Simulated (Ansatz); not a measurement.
**MoF2: a trial structure relaxed**

The task: take a trial cell of MoF2 to zero force and stress.

Computed with Ansatz 0.2.0 (DFT PBE, scalar-relativistic, plane waves, PAW, unless a step's input says otherwise).

### Step 1. Starting point

Symmetry: P4/mmm, No. 123, tetragonal system. Conventional cell: a = 4.080 Å, b = 4.080 Å, c = 4.080 Å, α = 90.00°, β = 90.00°, γ = 90.00°. Mo (site symmetry 4/mmm) is surrounded by 4 F at 2.04 Å. F (site symmetry mmm) is surrounded by 2 Mo at 2.04 Å.

Structure file:

```
CELL_PARAMETERS angstrom
4.08000 0.00000 0.00000
0.00000 4.08000 0.00000
0.00000 0.00000 4.08000
ATOMIC_POSITIONS crystal
Mo 0.00000 0.00000 0.00000
F 0.50000 0.00000 0.00000
F 0.00000 0.50000 0.00000
```

Recipe of the guess: ordered vacancies on the anion sites of rhenium trioxide (P4/mmm, No. 123). The dimensions are guesses.

### Step 2. The guess as it stands, on a coarse mesh

Contents of input.yaml:

```yaml
crystal:
  lattice:
    - [4.08, 0.0, 0.0]
    - [0.0, 4.08, 0.0]
    - [0.0, 0.0, 4.08]
  atoms:
    - { symbol: Mo, position: [0.0, 0.0, 0.0], spin: 1.0 }
    - { symbol: F, position: [0.5, 0.0, 0.0] }
    - { symbol: F, position: [0.0, 0.5, 0.0] }
basis:
  ecutwfc: 420
kpoints:
  mp_grid: { grid: [4, 4, 4] }
hamiltonian:
  xc: pbe
scf:
  occupations: { method: gaussian, width: 0.1 }
  lower_state_search: "off"
output:
  forces: true
  stress: true
  eigenvalues: true
  populations: true
magnetization:
  spin_polarized: true
```

Command:

```sh
$ ansatz run input.yaml --threads 1 --pin off --max-ram 2048MiB --backend cpu --events-out ev --progress --plain --runs-dir out
```

The session goes on with these runs: final relaxation; relaxing again on a mesh for the new cell.

Before running it: what results should come out? Wanted: conventional cell; volume; energy over the elements; gap on the mesh; total moment.

The runs gave:

| quantity | value |
| --- | --- |
| symmetry at the end (tolerance 0.05 Å) | space group P4/mmm (No. 123) |
| conventional cell | a = 4.094 Å, b = 4.094 Å, c = 2.531 Å, α = 90.00°, β = 90.00°, γ = 90.00° |
| volume | 14.14 Å³/atom |
| energy over the elements (uncorrected; H, N, O, F and Cl as molecules) | -1.62 eV/atom |
| gap on the mesh | none (metal) |
| total moment | 0.49 μB/cell |

What this shows: The space group P4/mmm (No. 123) is kept, and the volume per atom shrinks by 37.5 % from the first guess. A negative formation energy is needed for stability but isn't enough; other structures and compounds were not set against it here. No finished test with a distortion of lower symmetry is shown, so the end may be a saddle point. Other magnetic orders were not searched.
